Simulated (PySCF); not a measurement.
# MoCl₆ (-2): ligand-field states

Aim: compute the ligand-field states of MoCl₆ (-2).

Computed with PySCF 2.14.0 and routines of our own; the level stands in each step. Atoms count from 0.

## (1) The system as given

7 atoms, charge -2, states of the metal's open shell are computed; geometry from: model geometry, bond lengths from ionic radii.

## (2) Ligand-field states: state-averaged CASSCF in water

The job: settings as JSON, then the geometry in Å.

```
{"job": {"kind": "lf", "basis": {"metal": "x2c-TZVPall", "ligand": "x2c-SVPall"}, "nevpt": true, "solvent": "water"}, "charge": -2, "metal": "Mo", "open_shell": "d2"}
Mo     0.000000     0.000000     0.000000
Cl     1.668772    -0.963466     1.362547
Cl     0.000000     1.926932     1.362547
Cl    -1.668772    -0.963466     1.362547
Cl     1.668772     0.963466    -1.362547
Cl    -1.668772     0.963466    -1.362547
Cl    -0.000000    -1.926932    -1.362547
```

Method: state-averaged CASSCF of the metal d shell, SC-NEVPT2 on the averaged canonical orbitals, state-interaction spin-orbit coupling.

On the command line:

```console
$ OMP_NUM_THREADS=1 python lf_run.py task.json out
```

One launch serves the whole session: the jobs run in the order shown.

What it wrote, cut to the lines that bear on the results:

```text
basis functions 171, electrons 146, active (2e, 5o)
stage 1: DIIS on the effective Fock matrix, level shift 0.30
cycle   1  E = -6808.9132290092  dE = -6.809e+03  max|g| = 1.436e+00
cycle   2  E = -6808.4884548854  dE =  4.248e-01  max|g| = 1.427e+00
cycle   3  E = -6810.3798608699  dE = -1.891e+00  max|g| = 7.756e-01
cycle   4  E = -6810.8614526555  dE = -4.816e-01  max|g| = 6.710e-01
cycle   5  E = -6811.0078636163  dE = -1.464e-01  max|g| = 4.695e-01
cycle   6  E = -6811.1539045912  dE = -1.460e-01  max|g| = 1.385e-01
cycle   7  E = -6811.1735839641  dE = -1.968e-02  max|g| = 3.367e-02
cycle   8  E = -6811.1769033885  dE = -3.319e-03  max|g| = 2.476e-02
cycle   9  E = -6811.1777217225  dE = -8.183e-04  max|g| = 1.630e-02
cycle  10  E = -6811.1779095053  dE = -1.878e-04  max|g| = 1.153e-02
[... 17 cycles left out ...]
cycle  28  E = -6811.1780527904  dE = -2.105e-09  max|g| = 6.187e-05
cycle  29  E = -6811.1780527918  dE = -1.341e-09  max|g| = 4.979e-05
cycle  30  E = -6811.1780527926  dE = -8.777e-10  max|g| = 3.959e-05
cycle  31  E = -6811.1780527932  dE = -5.648e-10  max|g| = 3.152e-05
cycle  32  E = -6811.1780527936  dE = -3.593e-10  max|g| = 2.492e-05
cycle  33  E = -6811.1780527938  dE = -2.274e-10  max|g| = 1.979e-05
cycle  34  E = -6811.1780527939  dE = -1.319e-10  max|g| = 1.577e-05
cycle  35  E = -6811.1780527940  dE = -9.095e-11  max|g| = 1.261e-05
cycle  36  E = -6811.1780527941  dE = -5.730e-11  max|g| = 1.009e-05
cycle  37  E = -6811.1780527941  dE = -3.820e-11  max|g| = 8.124e-06
converged average energy = -6811.1780527941

 mult deg   label        CASSCF/cm-1   NEVPT2/cm-1
   3   3   3T1g                3.8           3.8
   1   3   1T2g             9334.2        7881.4
   1   2   1Eg              9534.4        8034.3
   1   1   1A1g            21851.0       18231.5
   3   3   3T2g            24533.2       27202.5
   3   1   3P              32228.6       32421.5
   3   1   3P              32217.6       32424.1
   3   1   3P              32218.6       32425.2
   1   3   1T2g            33629.2       34412.9
   1   1   1G              36277.4       36483.6
   1   1   1G              36288.3       36484.3
   1   1   1G              36278.2       36484.6
   3   1   3A2g            50550.0       55006.9
   1   2   1Eg             59958.5       62038.0
   1   1   1A1g            70636.0       69316.9

spin-orbit levels / cm-1
      0.00  x1  3T1g 0.99
      3.73  x1  3T1g 0.99
     23.14  x1  3T1g 1.00
     23.80  x1  3T1g 1.00
     26.29  x1  3T1g 1.00
    910.20  x1  3T1g 1.00
    910.90  x1  3T1g 1.00
    913.33  x1  3T1g 1.00
   1297.90  x1  3T1g 1.00
   8371.18  x1  1T2g 0.99
   8375.99  x1  1T2g 0.99
   8377.53  x1  1T2g 0.99
   8549.82  x1  1Eg 0.99
   8557.08  x1  1Eg 0.99
  18739.64  x1  1A1g 0.99
  27350.05  x1  3T2g 1.00
  27529.23  x1  3T2g 0.99
  27529.28  x1  3T2g 0.99
  27529.60  x1  3T2g 0.99
  27865.56  x1  3T2g 0.99
  27866.10  x1  3T2g 0.99
  27866.51  x1  3T2g 0.99
  27871.33  x1  3T2g 0.99
  27872.32  x1  3T2g 0.99
  32453.64  x1  3P 0.33 3P 0.33 3P 0.33
  32687.73  x1  3P 0.50 3P 0.49
  32688.30  x1  3P 0.50 3P 0.49
  32689.85  x1  3P 0.50 3P 0.50
  33067.89  x1  3P 0.47 3P 0.46 1T2g 0.07
  33068.41  x1  3P 0.47 3P 0.46 1T2g 0.07
```

It took 26 s on 1 thread of Arm Neoverse V2, shared host; peak memory 0.49 GiB.

Warnings kept with the result: strongly covalent, metal-shell active space is small for this complex.

In short:

| quantity | value |
| --- | --- |
| spin-orbit constant ζ | 660 cm⁻¹ |

Powder susceptibility:

| T (K) | χT (cm³ K/mol) | μ(eff) |
| --- | --- | --- |
| 2 | 0.019 | 0.40 |
| 5 | 0.049 | 0.63 |
| 10 | 0.095 | 0.87 |
| 20 | 0.145 | 1.08 |
| 30 | 0.168 | 1.16 |
| 50 | 0.194 | 1.25 |
| 75 | 0.220 | 1.32 |
| 100 | 0.243 | 1.39 |
| 150 | 0.288 | 1.52 |
| 200 | 0.333 | 1.63 |
| 250 | 0.378 | 1.74 |
| 300 | 0.421 | 1.84 |

## (3) Ligand-field states: state-averaged CASSCF (polar angle and twist at [50, 60]°) in water

The job: settings as JSON, then the geometry in Å.

```
{"job": {"kind": "lf", "basis": {"metal": "x2c-TZVPall", "ligand": "x2c-SVPall"}, "nevpt": true, "solvent": "water", "reuse": true}, "charge": -2, "metal": "Mo", "open_shell": "d2"}
Mo     0.000000     0.000000     0.000000
Cl     1.565657    -0.903932     1.516979
Cl     0.000000     1.807865     1.516979
Cl    -1.565657    -0.903932     1.516979
Cl     1.565657     0.903932    -1.516979
Cl    -1.565657     0.903932    -1.516979
Cl    -0.000000    -1.807865    -1.516979
```

Level: state-averaged CASSCF of the metal d shell, SC-NEVPT2 on the averaged canonical orbitals, state-interaction spin-orbit coupling.

What it wrote:

```text
basis functions 171, electrons 146, active (2e, 5o)
start from the orbitals of the previous structure
stage 1: DIIS on the effective Fock matrix, level shift 0.30
cycle   1  E = -6809.6704678014  dE = -6.810e+03  max|g| = 6.816e+00
cycle   2  E = -6811.0324319338  dE = -1.362e+00  max|g| = 4.053e-01
cycle   3  E = -6811.1387747440  dE = -1.063e-01  max|g| = 9.925e-02
cycle   4  E = -6811.1502148334  dE = -1.144e-02  max|g| = 8.336e-02
cycle   5  E = -6811.1570958338  dE = -6.881e-03  max|g| = 3.856e-02
cycle   6  E = -6811.1592191155  dE = -2.123e-03  max|g| = 1.405e-02
cycle   7  E = -6811.1594560510  dE = -2.369e-04  max|g| = 6.582e-03
cycle   8  E = -6811.1595505709  dE = -9.452e-05  max|g| = 3.126e-03
cycle   9  E = -6811.1595722074  dE = -2.164e-05  max|g| = 1.776e-03
cycle  10  E = -6811.1595779894  dE = -5.782e-06  max|g| = 9.811e-04
...
cycle  32  E = -6811.1595805867  dE = -1.110e-10  max|g| = 3.439e-05
cycle  33  E = -6811.1595805870  dE = -2.819e-10  max|g| = 3.054e-05
cycle  34  E = -6811.1595805870  dE = -8.731e-11  max|g| = 2.830e-05
cycle  35  E = -6811.1595805871  dE = -9.641e-11  max|g| = 2.547e-05
cycle  36  E = -6811.1595805873  dE = -1.546e-10  max|g| = 2.312e-05
cycle  37  E = -6811.1595805876  dE = -3.129e-10  max|g| = 1.812e-05
cycle  38  E = -6811.1595805878  dE = -1.828e-10  max|g| = 1.494e-05
cycle  39  E = -6811.1595805879  dE = -9.095e-11  max|g| = 1.300e-05
cycle  40  E = -6811.1595805879  dE = -8.185e-12  max|g| = 1.331e-05
stage 2: quasi-Newton rotations from the point of smallest gradient
cycle  42  E = -6811.1595805881  dE = -1.901e-10  max|g| = 5.287e-06
converged average energy = -6811.1595805881

 mult deg   label        CASSCF/cm-1   NEVPT2/cm-1
   3   1   3A2g                0.0           0.0
   3   2   3Eg               -40.9          60.5
   1   2   1Eg              8983.9        7657.3
   1   1   1A1g             9089.6        7772.5
   1   2   1Eg              9875.0        8380.6
   1   1   1A1g            21895.1       18337.8
   3   1   3A1g            24277.1       27207.1
   3   2   3Eg             24831.3       27617.9
   3   1   3A2g            31227.9       31935.5
   3   2   3Eg             32871.9       33108.1
   1   2   1Eg             33575.6       34564.7
   1   1   1A1g            33710.1       34664.8
   1   1   1A2g            36085.6       36511.1
   1   2   1Eg             36717.3       37000.9
   3   1   3A2g            51087.3       55659.4
   1   2   1Eg             60377.3       62615.3
   1   1   1A1g            70958.3       69806.1

spin-orbit levels / cm-1
      0.00  x1  3Eg 0.96
      0.65  x1  3Eg 0.98
     54.84  x1  3A2g 0.51 3Eg 0.48
     55.44  x1  3A2g 0.50 3Eg 0.50
     77.16  x1  3A2g 0.73 3Eg 0.27
    886.38  x1  3Eg 0.53 3A2g 0.47
    886.43  x1  3Eg 0.53 3A2g 0.47
   1011.15  x1  3Eg 1.00
   1315.60  x1  3Eg 0.73 3A2g 0.27
   8140.97  x1  1Eg 0.99
   8141.17  x1  1Eg 0.99
   8259.22  x1  1A1g 0.99
   8874.05  x1  1Eg 0.99
   8874.41  x1  1Eg 0.99
  18828.38  x1  1A1g 0.99
  27554.78  x1  3A1g 0.71 3Eg 0.29
  27625.25  x2  3A1g 0.91 3Eg 0.08
  27878.21  x1  3Eg 1.00
  27996.13  x1  3Eg 0.71 3A1g 0.29
  28132.55  x1  3Eg 0.91 3A1g 0.08
  28133.05  x1  3Eg 0.91 3A1g 0.08
  28331.24  x1  3Eg 1.00
  28331.25  x1  3Eg 1.00
  32299.32  x1  3A2g 0.91 3Eg 0.07
  32416.40  x1  3A2g 0.95 3Eg 0.04
  32416.48  x1  3A2g 0.95 3Eg 0.04
  33348.23  x1  3Eg 1.00
  33390.93  x1  3Eg 0.89 3A2g 0.06 1A1g 0.04
  33561.29  x1  3Eg 0.89 1Eg 0.08
  33563.46  x1  3Eg 0.89 1Eg 0.08
```

It took 25 s on 1 thread of Arm Neoverse V2, shared host; peak memory 0.54 GiB.

Warnings kept with the result: strongly covalent, metal-shell active space is small for this complex; spin Hamiltonian not valid, low-lying orbital states.

Key values:

| quantity | value |
| --- | --- |
| spin-orbit constant ζ | 659 cm⁻¹ |

Powder susceptibility:

| T (K) | χT (cm³ K/mol) | μ(eff) |
| --- | --- | --- |
| 2 | 0.067 | 0.73 |
| 20 | 0.111 | 0.94 |
| 100 | 0.232 | 1.36 |
| 300 | 0.422 | 1.84 |

## (4) Ligand-field states: state-averaged CASSCF (polar angle and twist at [59, 60]°) in water

The job: settings as JSON, then the geometry in Å.

```
{"job": {"kind": "lf", "basis": {"metal": "x2c-TZVPall", "ligand": "x2c-SVPall"}, "nevpt": true, "solvent": "water", "reuse": true}, "charge": -2, "metal": "Mo", "open_shell": "d2"}
Mo     0.000000     0.000000     0.000000
Cl     1.751896    -1.011457     1.215490
Cl     0.000000     2.022915     1.215490
Cl    -1.751896    -1.011457     1.215490
Cl     1.751896     1.011457    -1.215490
Cl    -1.751896     1.011457    -1.215490
Cl    -0.000000    -2.022915    -1.215490
```

Level: state-averaged CASSCF of the metal d shell, SC-NEVPT2 on the averaged canonical orbitals, state-interaction spin-orbit coupling.

What it wrote:

```text
basis functions 171, electrons 146, active (2e, 5o)
start from the orbitals of the previous structure
stage 1: DIIS on the effective Fock matrix, level shift 0.30
cycle   1  E = -6807.0858986706  dE = -6.807e+03  max|g| = 1.253e+01
cycle   2  E = -6810.7864003626  dE = -3.701e+00  max|g| = 6.203e-01
cycle   3  E = -6811.0912571490  dE = -3.049e-01  max|g| = 1.750e-01
cycle   4  E = -6811.1206446519  dE = -2.939e-02  max|g| = 1.796e-01
cycle   5  E = -6811.1502078499  dE = -2.956e-02  max|g| = 9.858e-02
cycle   6  E = -6811.1624890694  dE = -1.228e-02  max|g| = 3.051e-02
cycle   7  E = -6811.1639018369  dE = -1.413e-03  max|g| = 1.619e-02
cycle   8  E = -6811.1642555741  dE = -3.537e-04  max|g| = 7.896e-03
cycle   9  E = -6811.1643541669  dE = -9.859e-05  max|g| = 4.008e-03
cycle  10  E = -6811.1643836607  dE = -2.949e-05  max|g| = 3.454e-03
...
cycle  34  E = -6811.1644045596  dE =  1.672e-09  max|g| = 2.010e-04
cycle  35  E = -6811.1644045613  dE = -1.619e-09  max|g| = 2.022e-04
cycle  36  E = -6811.1644045634  dE = -2.095e-09  max|g| = 2.040e-04
cycle  37  E = -6811.1644045782  dE = -1.484e-08  max|g| = 1.716e-04
cycle  38  E = -6811.1644045852  dE = -7.034e-09  max|g| = 1.569e-04
cycle  39  E = -6811.1644045873  dE = -2.031e-09  max|g| = 1.460e-04
cycle  40  E = -6811.1644045906  dE = -3.317e-09  max|g| = 1.316e-04
stage 2: quasi-Newton rotations from the point of smallest gradient
cycle  42  E = -6811.1644046073  dE = -1.670e-08  max|g| = 5.166e-05
cycle  43  E = -6811.1644046105  dE = -3.252e-09  max|g| = 2.758e-05
cycle  44  E = -6811.1644046114  dE = -8.267e-10  max|g| = 8.760e-06
converged average energy = -6811.1644046114

 mult deg   label        CASSCF/cm-1   NEVPT2/cm-1
   3   2   3Eg                 0.9           0.9
   3   1   3A2g             -157.2           6.7
   1   2   1Eg              8990.0        7645.0
   1   1   1A1g             9322.9        7865.7
   1   2   1Eg              9695.8        8251.7
   1   1   1A1g            21830.5       18279.7
   3   2   3Eg             24404.0       27229.3
   3   1   3A1g            24967.0       27695.4
   3   2   3Eg             31894.3       32332.5
   3   1   3A2g            32952.7       33183.7
   1   2   1Eg             33496.0       34425.5
   1   1   1A1g            33793.4       34687.8
   1   2   1Eg             36328.7       36656.0
   1   1   1A2g            36587.8       36898.4
   3   1   3A2g            50993.2       55503.0
   1   2   1Eg             60273.0       62465.8
   1   1   1A1g            70857.4       69662.4

spin-orbit levels / cm-1
      0.00  x1  3A2g 0.62 3Eg 0.38
     17.43  x1  3Eg 0.50 3A2g 0.49
     18.30  x1  3Eg 0.50 3A2g 0.49
    115.04  x2  3Eg 0.99
    875.79  x1  3Eg 1.00
    975.89  x1  3Eg 0.50 3A2g 0.50
    976.78  x1  3Eg 0.50 3A2g 0.50
   1328.11  x1  3Eg 0.62 3A2g 0.38
   8180.13  x1  1Eg 0.99
   8183.05  x1  1Eg 0.99
   8395.31  x1  1A1g 0.99
   8801.43  x1  1Eg 0.99
   8802.42  x1  1Eg 0.99
  18823.13  x1  1A1g 0.99
  27533.70  x1  3Eg 0.85 3A1g 0.15
  27651.00  x1  3Eg 0.99
  27681.72  x1  3Eg 0.87 3A1g 0.12
  27682.73  x1  3Eg 0.87 3A1g 0.12
  27852.70  x2  3Eg 0.99
  28313.02  x1  3A1g 0.87 3Eg 0.12
  28313.21  x1  3A1g 0.87 3Eg 0.12
  28337.90  x1  3A1g 0.85 3Eg 0.15
  32539.21  x1  3Eg 0.93 3A2g 0.06
  32635.79  x1  3Eg 0.99
  32833.91  x1  3Eg 0.93 3A2g 0.07
  32835.20  x1  3Eg 0.92 3A2g 0.07
  33053.22  x1  3Eg 0.93 1Eg 0.05
  33053.38  x1  3Eg 0.93 1Eg 0.05
  33721.48  x1  3A2g 0.87 1A1g 0.08 3Eg 0.05
  33759.74  x1  3A2g 0.88 3Eg 0.09
```

Run time: 25 s. Hardware: 1 thread of Arm Neoverse V2, shared host; peak memory 0.53 GiB.

Warnings kept with the result: strongly covalent, metal-shell active space is small for this complex.

In short:

| quantity | value |
| --- | --- |
| spin-orbit constant ζ | 660 cm⁻¹ |

Powder susceptibility:

| T (K) | χT (cm³ K/mol) | μ(eff) |
| --- | --- | --- |
| 2 | 0.022 | 0.42 |
| 20 | 0.130 | 1.02 |
| 100 | 0.228 | 1.35 |
| 300 | 0.418 | 1.83 |

## (5) Ligand-field states: state-averaged CASSCF (polar angle and twist at [54.7356, 45]°) in water

The job: settings as JSON, then the geometry in Å.

```
{"job": {"kind": "lf", "basis": {"metal": "x2c-TZVPall", "ligand": "x2c-SVPall"}, "nevpt": true, "solvent": "water", "reuse": true}, "charge": -2, "metal": "Mo", "open_shell": "d2"}
Mo     0.000000     0.000000     0.000000
Cl     1.780253    -0.737405     1.362547
Cl    -0.251515     1.910447     1.362547
Cl    -1.528738    -1.173042     1.362547
Cl     1.780253     0.737405    -1.362547
Cl    -1.528738     1.173042    -1.362547
Cl    -0.251515    -1.910447    -1.362547
```

With the program's defaults for keys left out, this is: state-averaged CASSCF of the metal d shell, SC-NEVPT2 on the averaged canonical orbitals, state-interaction spin-orbit coupling.

What it wrote:

```text
basis functions 171, electrons 146, active (2e, 5o)
start from the orbitals of the previous structure
stage 1: DIIS on the effective Fock matrix, level shift 0.30
cycle   1  E = -6808.0494198552  dE = -6.808e+03  max|g| = 6.021e+00
cycle   2  E = -6810.8607212065  dE = -2.811e+00  max|g| = 4.843e-01
cycle   3  E = -6811.1170084452  dE = -2.563e-01  max|g| = 1.343e-01
cycle   4  E = -6811.1498832955  dE = -3.287e-02  max|g| = 1.075e-01
cycle   5  E = -6811.1649345765  dE = -1.505e-02  max|g| = 4.138e-02
cycle   6  E = -6811.1688294741  dE = -3.895e-03  max|g| = 1.611e-02
cycle   7  E = -6811.1693959687  dE = -5.665e-04  max|g| = 9.578e-03
cycle   8  E = -6811.1696101000  dE = -2.141e-04  max|g| = 3.985e-03
cycle   9  E = -6811.1696551586  dE = -4.506e-05  max|g| = 1.881e-03
cycle  10  E = -6811.1696638154  dE = -8.657e-06  max|g| = 1.111e-03
...
cycle  33  E = -6811.1696693067  dE = -1.808e-09  max|g| = 5.962e-05
cycle  34  E = -6811.1696693077  dE = -1.047e-09  max|g| = 6.021e-05
cycle  35  E = -6811.1696693084  dE = -6.548e-10  max|g| = 5.896e-05
cycle  36  E = -6811.1696693086  dE = -2.474e-10  max|g| = 5.808e-05
cycle  37  E = -6811.1696693090  dE = -3.783e-10  max|g| = 5.722e-05
cycle  38  E = -6811.1696693094  dE = -3.583e-10  max|g| = 5.583e-05
cycle  39  E = -6811.1696693121  dE = -2.771e-09  max|g| = 3.428e-05
cycle  40  E = -6811.1696693138  dE = -1.671e-09  max|g| = 2.665e-05
stage 2: quasi-Newton rotations from the point of smallest gradient
cycle  42  E = -6811.1696693153  dE = -1.545e-09  max|g| = 1.001e-05
cycle  43  E = -6811.1696693156  dE = -2.865e-10  max|g| = 9.599e-06
converged average energy = -6811.1696693156

 mult deg   label        CASSCF/cm-1   NEVPT2/cm-1
   3   2   3E                  1.0           1.0
   3   1   3A2              1097.5        1241.6
   1   1   1A1              9048.2        7497.1
   1   2   1E               9444.0        7961.7
   1   2   1E              10281.0        8951.5
   1   1   1A1             21974.3       18467.9
   3   2   3E              23746.0       26333.2
   3   1   3A1             24170.6       26844.4
   3   2   3E              31492.4       31623.5
   3   1   3A2             31516.3       31786.5
   1   2   1E              32786.1       33451.1
   1   1   1A1             33324.5       34064.9
   1   2   1E              35468.8       35630.2
   1   1   1A2             35925.7       36086.3
   3   1   3A2             48842.2       53192.7
   1   2   1E              58203.4       60177.0
   1   1   1A1             68905.3       67439.7

spin-orbit levels / cm-1
      0.00  x2  3E 1.00
    307.76  x1  3E 0.90 3A2 0.09
    309.63  x1  3E 0.90 3A2 0.09
    569.06  x1  3E 0.78 3A2 0.22
    912.08  x1  3E 1.00
   1826.90  x1  3A2 0.91 3E 0.09
   1827.10  x1  3A2 0.90 3E 0.09
   1979.36  x1  3A2 0.78 3E 0.22
   7986.04  x1  1A1 0.99
   8460.63  x1  1E 0.99
   8463.07  x1  1E 0.99
   9442.62  x1  1E 0.99
   9442.83  x1  1E 0.99
  18965.02  x1  1A1 0.99
  26572.43  x1  3E 0.91 3A1 0.09
  26657.93  x1  3E 0.99
  26774.71  x1  3E 0.91 3A1 0.08
  26775.04  x1  3E 0.91 3A1 0.08
  26993.58  x1  3E 0.99
  26993.60  x1  3E 0.99
  27378.97  x1  3A1 0.91 3E 0.08
  27379.03  x1  3A1 0.91 3E 0.08
  27406.37  x1  3A1 0.91 3E 0.09
  31694.42  x1  3E 0.77 3A2 0.22
  31868.22  x1  3E 1.00
  31954.75  x1  3E 0.68 3A2 0.31
  31955.03  x1  3E 0.68 3A2 0.31
  32285.76  x1  3E 0.80 3A2 0.12 1E 0.07
  32289.48  x1  3E 0.78 3A2 0.14 1E 0.07
  32385.10  x1  3A2 0.74 3E 0.21 1A1 0.05
```

Wall time 25 s (1 thread of Arm Neoverse V2, shared host); peak memory 0.53 GiB.

Warnings kept with the result: strongly covalent, metal-shell active space is small for this complex.

From this job:

| quantity | value |
| --- | --- |
| spin-orbit constant ζ | 655 cm⁻¹ |

Powder susceptibility:

| T (K) | χT (cm³ K/mol) | μ(eff) |
| --- | --- | --- |
| 2 | 0.107 | 0.92 |
| 20 | 0.135 | 1.04 |
| 100 | 0.261 | 1.44 |
| 300 | 0.485 | 1.97 |

(Part 1 of 2 ends here.)
